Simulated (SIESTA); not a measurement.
AlSn:

```
Sn Al
1.0
     4.19811    0.00000    0.00000
    -2.09905    3.63567    0.00000
     0.00000    0.00000    3.30685
Sn Al
1 1
Direct
  0.33333 0.66667 0.50000
  0.00000 0.00000 0.00000
```

The cell comes from a database or a generator and needn't be the stable form of this composition.

Base run:

```yaml
Program: SIESTA 5.4.2
Functional: vdW-DF2
Potentials_or_basis: PseudoDojo 0.4 standard (PBE files)
Basis: DZP (energy shift 0.003 Ry; two zetas on semicore shells)
Grid_cutoff: 500 Ry
Energy_shift: 0.003 Ry
k_mesh: 7 × 7 × 8
Occupations: fermi-dirac, width 0.05 eV
Spin: no spin polarisation
```

Its results: band gap on the k mesh none (metal or under the smearing width); pressure 6.2 GPa.

Task: After a change of settings the same cell gave: band gap on the k mesh none (metal or under the smearing width); pressure 0.5 GPa. Which change was it?
A. functional from vdW-DF2 to PBE
B. functional from vdW-DF2 to vdW-DF-C09
C. functional from vdW-DF2 to vdW-DF-cx
D. functional from vdW-DF2 to VV10

Result: A.

Caveats: the basis of atomic orbitals isn't converged, which shifts pressures, moduli and gaps; the potentials were made for another functional, which shifts forces and pressure (some runs).
